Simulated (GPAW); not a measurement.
Crystal: Sn3Se.

```
Sn Se
1.0
     4.74188    0.00000    0.00000
     0.00000    4.74188    0.00000
     0.00000    0.00000    4.74188
Sn Se
3 1
Direct
  0.50000 0.50000 0.00000
  0.50000 0.00000 0.50000
  0.00000 0.50000 0.50000
  0.00000 0.00000 0.00000
```

The cell comes from a database or a generator and needn't be the stable form of this composition.

Base run:

| Item | Value |
| --- | --- |
| Program | GPAW 26.7.0 |
| Functional | PBE |
| Potentials or basis | GPAW PAW data sets (gpaw-data 1.2.1) |
| Cutoff | 600 eV |
| Basis | pw |
| k mesh | 6 × 6 × 6 |
| Occupations | fermi-dirac, width 0.05 eV |
| Spin | no spin polarisation |

Its results: pressure 0.1 GPa.

Problem. The run is repeated on the same cell with these changes: cutoff from 600 eV to 450 eV; k mesh from 6 × 6 × 6 to 5 × 5 × 5. What comes out?

Solution. Pressure -0.9 GPa.

Caveats: the cutoff is short for stress and forces, so pressures can be off by a GPa or more (some runs).

Not every run made on this cell is shown here.
